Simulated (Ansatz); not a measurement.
# Ag2Sn2Au (element-swapped structure): how the settings move a single-point run

Aim: see which settings change the result for Ag2Sn2Au (element-swapped structure), by how much, and at what cost.

Method: reference: DFT r2SCAN, plane waves, PAW, scalar-relativistic, no spin polarisation, in Ansatz 0.2.0.

## (1) The structure to begin with

It takes space group I4/mmm (No. 139, tetragonal). The conventional cell has a = 4.465 Å, b = 4.465 Å, c = 11.216 Å, α = 90.00°, β = 90.00°, γ = 90.00°. Au (site symmetry 4/mmm) is surrounded by 8 Sn at 3.43 Å and 8 Ag at 3.58 Å. Around Sn (site symmetry 4mm) lie 1 Sn at 2.67 Å and 4 Ag at 2.67 Å. Ag (site symmetry -4m2) is surrounded by 4 Sn at 2.67 Å.

Coordinates:

```xyz
5
Lattice="0.0000 4.4653 0.0000 4.4653 0.0000 0.0000 2.2327 2.2327 -5.6080" Properties=species:S:1:pos:R:3 pbc="T T T"
Au    0.0000    0.0000    0.0000
Sn    2.2327    2.2327   -1.3347
Sn    4.4653    4.4653   -4.2733
Ag    2.2327    4.4653   -2.8040
Ag    4.4653    2.2327   -2.8040
```

## (2) Baseline

input.yaml reads:

```yaml
crystal:
  lattice:
    - [0.0, 4.465333, 0.0]
    - [4.465333, 0.0, 0.0]
    - [2.232667, 2.232667, -5.607961]
  atoms:
    - { symbol: Au, position: [0.0, 0.0, 0.0] }
    - { symbol: Sn, position: [0.381, 0.381, 0.238] }
    - { symbol: Sn, position: [0.619, 0.619, 0.762] }
    - { symbol: Ag, position: [0.75, 0.25, 0.5] }
    - { symbol: Ag, position: [0.25, 0.75, 0.5] }
  symmetry: { tolerance: 0.0003 }
kpoints:
  mp_grid: { grid: [4, 4, 4], shift: [0, 0, 0] }
magnetization:
  spin_polarized: false
scf:
  occupations: { method: fermi_dirac, width: 0.0682 }
hamiltonian:
  pseudopotentials: { kind: paw }
  xc: r2scan
basis:
  ecutwfc: 500
output:
  forces: true
  stress: true
  eigenvalues: true
```

Launch:

```console
ansatz run input.yaml --threads 1 --pin off --max-ram 2560MiB --backend cpu --events-out ev --progress --plain --runs-dir out
```

## (3) Changing settings: xc rpbe, ecutrho_ratio 8

input.yaml, as its differences from that of step 2:

```diff
@@ -20,5 +20,6 @@
   pseudopotentials: { kind: paw }
-  xc: r2scan
+  xc: rpbe
 basis:
   ecutwfc: 500
+  ecutrho_ratio: 8
 output:
@@ -27 +28,5 @@
   eigenvalues: true
+  write_density: true
+  write_potential: true
+  elf: true
+  volumetric_format: npy
```

## (4) Changed: dispersion d3bj, hubbard.sites [{species: Ag, l: d, u_eff: 6.0}], hubbard.double_counting fll

input.yaml, as its differences from that of step 2:

```diff
@@ -21,2 +21,4 @@
   xc: r2scan
+  dispersion: d3bj
+  hubbard: { sites: [{ species: Ag, l: d, u_eff: 6.0 }], double_counting: fll }
 basis:
```

## (5) Changed: lower_state_search light

input.yaml, as its differences from that of step 2:

```diff
@@ -18,2 +18,3 @@
   occupations: { method: fermi_dirac, width: 0.0682 }
+  lower_state_search: light
 hamiltonian:
```

## (6) Changed: symmetry.detect false, scf.algorithm density_mixing, tolerance left out

input.yaml, as its differences from that of step 2:

```diff
@@ -11,3 +11,3 @@
     - { symbol: Ag, position: [0.25, 0.75, 0.5] }
-  symmetry: { tolerance: 0.0003 }
+  symmetry: { detect: false }
 kpoints:
@@ -18,2 +18,3 @@
   occupations: { method: fermi_dirac, width: 0.0682 }
+  algorithm: density_mixing
 hamiltonian:
```

Q: Predict the outcome of this session. Wanted: for each run, ending; energy change; pressure; gap; force.

**Answer**, as computed:

| run | ending | energy change | pressure (GPa) | gap (eV) | force (eV/Å) | cycles | time |
| --- | --- | --- | --- | --- | --- | --- | --- |
| reference | converged | 0 | 4.9 | 0.00 | 0.67 | 7 | 8.1 s |
| 1: xc rpbe, ecutrho_ratio 8 | converged | not comparable | 9.5 | 0.00 | 0.78 | 7 | 5.7 s |
| 2: dispersion d3bj, hubbard.sites [{species: Ag, l: d, u_eff: 6.0}], hubbard.double_counting fll | converged | -20.8 meV/atom (U changed: no physical gain or loss) (offset of the dispersion model) | 4.5 | 0.00 | 1.03 | 9 | 12 s |
| 3: lower_state_search light | converged | 0.0 meV/atom | 4.9 | 0.00 | 0.67 | 7 | 8.1 s |
| 4: symmetry.detect false, scf.algorithm density_mixing, tolerance left out | converged | 0.0 meV/atom | 4.9 | 0.00 | 0.67 | 7 | 27 s |

Times don't compare one to one where runs were asked for different outputs or read a saved state (see the inputs); cycles may leave out searches for a lower state.

Residual by cycle in the longest SCF loop of each run; runs are numbered as in the table. The quantity is the density residual dr2, in eV.

| cycle | reference | run 1 | run 2 | run 3 | run 4 |
| --- | --- | --- | --- | --- | --- |
| 1 | 0.107 | 0.0198 | 49.6 | 0.107 | 0.107 |
| 2 | 0.00912 | 0.00271 | 1.04 | 0.00912 | 0.00914 |
| 3 | 0.00246 | 6.6e-4 | 0.297 | 0.00246 | 0.00245 |
| 4 | 1.1e-4 | 3.1e-5 | 0.00871 | 1.1e-4 | 1.0e-4 |
| 5 | 4.6e-5 | 5.7e-6 | 0.00133 | 4.6e-5 | 4.4e-5 |
| 6 | 2.2e-6 | 4.9e-7 | 9.6e-5 | 2.2e-6 | 2.2e-6 |
| 7 | 7.7e-8 | 4.2e-8 | 1.3e-5 | 7.7e-8 | 7.9e-8 |
| 8 | - | - | 8.3e-7 | - | - |
| 9 | - | - | 1.6e-8 | - | - |

What this shows: Of the converged runs whose energies compare with the reference's, none moves it noticeably. A changed U is a change of model: its shifts are not errors of convergence.

Caveats on the reference run: it is run without spin, though an odd electron count or open d shells could carry moments; its mesh is coarse for a cell with so small a gap or none; the structure is made up and not relaxed.
